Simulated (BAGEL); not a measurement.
# B3LYP/6-31G(d) (density fitting with qzvpp-jkfit, spherical functions) run of B2H3SClO (SMILES BSB(O)Cl)

Aim: the energy change on altering one bond length of B2H3SClO at B3LYP/6-31G* (density fitting with qzvpp-jkfit, spherical functions), from 2 runs. 

The calculation is run with BAGEL 1.2.2.

3 further runs of the same task are left out: 3 set aside as unsound or not needed.

### 1 The molecule

B2H3SClO: 8 atoms, total charge 0, spin state singlet. As SMILES, `BSB(O)Cl`. Geometry: relaxed at PBE0-D4/def2-TZVP. This is one conformer, not always the lowest.

Bond lengths: B1–S2 1.779 Å, S2–B3 1.842 Å, B3–O4 1.346 Å, B3–Cl5 1.747 Å, B1–H6 1.187 Å, B1–H7 1.191 Å, O4–H8 0.962 Å. Angles: B1–S2–B3 107.6°, S2–B3–O4 118.3°, S2–B3–Cl5 124.3°, O4–B3–Cl5 117.4°, S2–B1–H6 121.5°, S2–B1–H7 115.3°, B3–O4–H8 114.1°, H6–B1–H7 123.2°.

### 2 A single-point energy at B3LYP/6-31G(d) (density fitting with qzvpp-jkfit, spherical functions)

input.json reads:

```json
{ "bagel" : [

{
  "title" : "molecule",
  "basis" : "6-31gs.json",
  "df_basis" : "qzvpp-jkfit",
  "angstrom" : true,
  "geometry" : [
    { "atom" : "B", "xyz" : [      -0.692400,       0.046900,       1.667900 ] },
    { "atom" : "S", "xyz" : [      -1.023900,       0.057700,      -0.080400 ] },
    { "atom" : "B", "xyz" : [       0.593700,      -0.049400,      -0.954900 ] },
    { "atom" : "O", "xyz" : [       0.593200,      -0.057300,      -2.300500 ] },
    { "atom" : "Cl", "xyz" : [       2.142800,      -0.141200,      -0.151500 ] },
    { "atom" : "H", "xyz" : [       0.415800,      -0.020700,       2.088900 ] },
    { "atom" : "H", "xyz" : [      -1.653800,       0.111600,       2.368200 ] },
    { "atom" : "H", "xyz" : [      -0.283200,      -0.004800,      -2.693500 ] }
  ]
},

{
  "title" : "ks",
  "xc_func" : "b3lyp"
},

{
  "title" : "print",
  "file" : "orbitals.molden",
  "orbitals" : true
}

]}
```

The basis set 6-31G* is read from a file made from the Basis Set Exchange's data (not shown).

Started as:

```sh
$ BAGEL_NUM_THREADS=1 BAGEL input.json > input.out
```

Log:

```text
* using 1 threads per process

  ===============================================================
  ===============================================================

  *** Geometry ***

  { "atom" : "B", "xyz" : [     -1.308446,      0.088628,      3.151874 ] },
  { "atom" : "S", "xyz" : [     -1.934891,      0.109037,     -0.151934 ] },
  { "atom" : "B", "xyz" : [      1.121930,     -0.093352,     -1.804499 ] },
  { "atom" : "O", "xyz" : [      1.120986,     -0.108281,     -4.347315 ] },
  { "atom" : "Cl", "xyz" : [      4.049305,     -0.266829,     -0.286294 ] },
  { "atom" : "H", "xyz" : [      0.785748,     -0.039117,      3.947449 ] },
  { "atom" : "H", "xyz" : [     -3.125229,      0.210893,      4.475249 ] },
  { "atom" : "H", "xyz" : [     -0.535170,     -0.009071,     -5.089977 ] },

  Number of auxiliary basis functions:      537

  Since a DF basis is specified, we compute 2- and 3-index integrals:
    o Being stored without compression. Storage requirement is 0.030 GB

  Number of basis functions:       84
  Number of electrons      :       54

    * METHOD: MOLECULE                             0.27

  *** Kohn-Sham DFT ***

    * Removing 15623 points whose weight is below 1.00e-10
    * Grid points: 103625

  === Nuclear Repulsion ===
   240.3213891421

       - DIIS with orbital gradients will be used.

  === KS iteration (b3lyp / 6-31gs.json) ===
      0       -957.83710185          0.12010590           0.39
      1       -908.49287238          0.19974569           0.38
      2       -905.92423110          0.15906630           0.38
      3       -932.89622024          0.15401796           0.38
      4       -973.94236596          0.09871665           0.38
      5       -985.03457801          0.01907508           0.38
      6       -985.13151161          0.01163088           0.38
      7       -985.19986951          0.00765573           0.37
      8       -985.23501141          0.00199129           0.37
      9       -985.23718264          0.00040776           0.37
     10       -985.23732440          0.00013343           0.37
     11       -985.23734040          0.00003904           0.37
     12       -985.23734125          0.00000932           0.37
     13       -985.23734131          0.00000406           0.37
     14       -985.23734132          0.00000240           0.38
     15       -985.23734132          0.00000042           0.38
     16       -985.23734132          0.00000033           0.37
     17       -985.23734132          0.00000007           0.37
     18       -985.23734132          0.00000004           0.38
     19       -985.23734132          0.00000001           0.38
     20       -985.23734132          0.00000000           0.38
    * SCF iteration converged.

    * Permanent dipole moment:
           (    0.547092,    -0.031704,     0.369631) a.u.

    * METHOD: KS                                   8.36

    * METHOD: PRINT                                0.01

  ===============================================================
```

Run time: 9 s. Hardware: 1 thread of Arm Neoverse V2, shared host; peak memory 0.44 GiB.

### 3 The distorted shape

dft.json reads:

```json
{ "bagel" : [

{
  "title" : "molecule",
  "basis" : "6-31gs.json",
  "df_basis" : "qzvpp-jkfit",
  "angstrom" : true,
  "geometry" : [
    { "atom" : "B", "xyz" : [      -0.692250,       0.049270,       2.071570 ] },
    { "atom" : "S", "xyz" : [      -1.023750,       0.060070,       0.323270 ] },
    { "atom" : "B", "xyz" : [       0.593850,      -0.047030,      -0.551230 ] },
    { "atom" : "O", "xyz" : [       0.593200,      -0.057300,      -2.300500 ] },
    { "atom" : "Cl", "xyz" : [       2.142950,      -0.138830,       0.252170 ] },
    { "atom" : "H", "xyz" : [       0.415950,      -0.018330,       2.492570 ] },
    { "atom" : "H", "xyz" : [      -1.653650,       0.113970,       2.771870 ] },
    { "atom" : "H", "xyz" : [      -0.283200,      -0.004800,      -2.693500 ] }
  ]
},

{
  "title" : "ks",
  "xc_func" : "b3lyp",
  "charge" : 0
},

{
  "title" : "print",
  "file" : "orbitals.molden",
  "orbitals" : true
}

]}
```

The basis set 6-31G* is read from a file made from the Basis Set Exchange's data (not shown).

Started as:

```sh
$ BAGEL_NUM_THREADS=1 BAGEL dft.json > dft.out
```

Log:

```text
* using 1 threads per process

  ===============================================================
  ===============================================================

  *** Geometry ***

  { "atom" : "B", "xyz" : [     -1.308163,      0.093107,      3.914700 ] },
  { "atom" : "S", "xyz" : [     -1.934607,      0.113516,      0.610892 ] },
  { "atom" : "B", "xyz" : [      1.122214,     -0.088874,     -1.041674 ] },
  { "atom" : "O", "xyz" : [      1.120986,     -0.108281,     -4.347315 ] },
  { "atom" : "Cl", "xyz" : [      4.049589,     -0.262351,      0.476532 ] },
  { "atom" : "H", "xyz" : [      0.786032,     -0.034639,      4.710275 ] },
  { "atom" : "H", "xyz" : [     -3.124946,      0.215372,      5.238075 ] },
  { "atom" : "H", "xyz" : [     -0.535170,     -0.009071,     -5.089977 ] },

  Number of auxiliary basis functions:      537

  Since a DF basis is specified, we compute 2- and 3-index integrals:
    o Being stored without compression. Storage requirement is 0.030 GB

  Number of basis functions:       84
  Number of electrons      :       54

    * METHOD: MOLECULE                             0.26

  *** Kohn-Sham DFT ***

    * Removing 15018 points whose weight is below 1.00e-10
    * Grid points: 104230

  === Nuclear Repulsion ===
   229.5143812044

       - DIIS with orbital gradients will be used.

  === KS iteration (b3lyp / 6-31gs.json) ===
      0       -940.05138623          0.10777083           0.39
      1       -934.51952286          0.14111607           0.38
      2       -915.29245286          0.11650374           0.38
      3       -959.52771473          0.10765614           0.37
      4       -981.00777591          0.06765678           0.37
      5       -981.09910500          0.06600331           0.37
      6       -984.56039618          0.03067024           0.37
      7       -984.70007723          0.02375450           0.37
      8       -985.00456456          0.01527978           0.37
      9       -985.14625851          0.00658078           0.37
     10       -985.16853398          0.00224940           0.38
     11       -985.17305101          0.00035121           0.37
     12       -985.17314213          0.00008586           0.37
     13       -985.17314554          0.00004411           0.38
     14       -985.17314666          0.00001334           0.37
     15       -985.17314675          0.00000403           0.38
     16       -985.17314676          0.00000151           0.37
     17       -985.17314676          0.00000053           0.38
     18       -985.17314676          0.00000031           0.38
     19       -985.17314676          0.00000009           0.37
     20       -985.17314676          0.00000005           0.37
     21       -985.17314676          0.00000001           0.37
    * SCF iteration converged.

    * Permanent dipole moment:
           (    0.508811,    -0.033774,    -0.364084) a.u.

    * METHOD: KS                                   8.70

    * METHOD: PRINT                                0.01

  ===============================================================
```

It took 9.3 s on 1 thread of Arm Neoverse V2, shared host; peak memory 0.44 GiB.

### 4 Outcome

At B3LYP/6-31G* (density fitting with qzvpp-jkfit, spherical functions):

```
                                                         quantity          value
                                        first shape: total energy  -985.23734 Eh
                                       first shape: dipole moment         1.68 D
                                         first shape: HOMO energy       -8.26 eV
                                         first shape: LUMO energy       -1.70 eV
                                       first shape: HOMO–LUMO gap        6.57 eV
                                    distorted shape: total energy  -985.17315 Eh
                                   distorted shape: dipole moment         1.59 D
                                     distorted shape: HOMO energy       -8.09 eV
                                     distorted shape: LUMO energy       -2.29 eV
                                   distorted shape: HOMO–LUMO gap        5.80 eV
energy change with the B3–O4 bond stretched from 1.346 to 1.749 Å       1.747 eV
```

With the B3–O4 bond stretched from 1.346 to 1.749 Å the energy rises by 1.75 eV (169 kJ/mol). The first shape isn't relaxed at this level, so the change isn't measured from a minimum.
